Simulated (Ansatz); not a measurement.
# ReP2: the cost of one run

Method: DFT PBE, scalar-relativistic, plane waves, PAW, in Ansatz 0.2.0.

## Step 1: The system as given

Symmetry: P4/mmm, No. 123, tetragonal system. The conventional cell has a = 2.972 Å, b = 2.972 Å, c = 5.663 Å, α = 90.00°, β = 90.00°, γ = 90.00°. Re (site symmetry 4/mmm) has 8 P at 2.60 Å and 4 Re at 2.97 Å as nearest neighbours. P (site symmetry 4mm) has 6 P at 2.59 to 3.07 Å and 4 Re at 2.60 Å as nearest neighbours.

As a file:

```
Re P
1.0
     2.97233    0.00000    0.00000
     0.00000    2.97233    0.00000
     0.00000    0.00000    5.66294
Re P
1 2
Cartesian
  0.0000 0.0000 0.0000
  1.4862 1.4862 4.1260
  1.4862 1.4862 1.5369
```

The cell is invented: species swapped into a database cell of FeSi2 (P4/mmm, No. 123), with Re on the Fe sites and P on the Si sites. The dimensions are guesses.

## Step 2: A first look at the guess

input.yaml

```yaml
crystal:
  lattice:
    - [2.97232981, 0.0, 0.0]
    - [0.0, 2.97232981, 0.0]
    - [0.0, 0.0, 5.66294417]
  atoms:
    - { symbol: Re, position: [0.0, 0.0, 0.0] }
    - { symbol: P, position: [0.5, 0.5, 0.72860175] }
    - { symbol: P, position: [0.5, 0.5, 0.27139825] }
basis:
  ecutwfc: 420
kpoints:
  mp_grid: { grid: [6, 6, 4] }
hamiltonian:
  xc: pbe
scf:
  occupations: { method: gaussian, width: 0.1 }
  lower_state_search: "off"
output:
  forces: true
  stress: true
  eigenvalues: true
```

Run with:

```sh
ansatz run input.yaml --threads 1 --pin off --max-ram 2048MiB --backend cpu --events-out ev --progress --plain --runs-dir out
```

What time and memory should one allow on 1 thread of Arm Neoverse V1, shared host?

About 1.7 s, with a peak of 0.29 GiB.
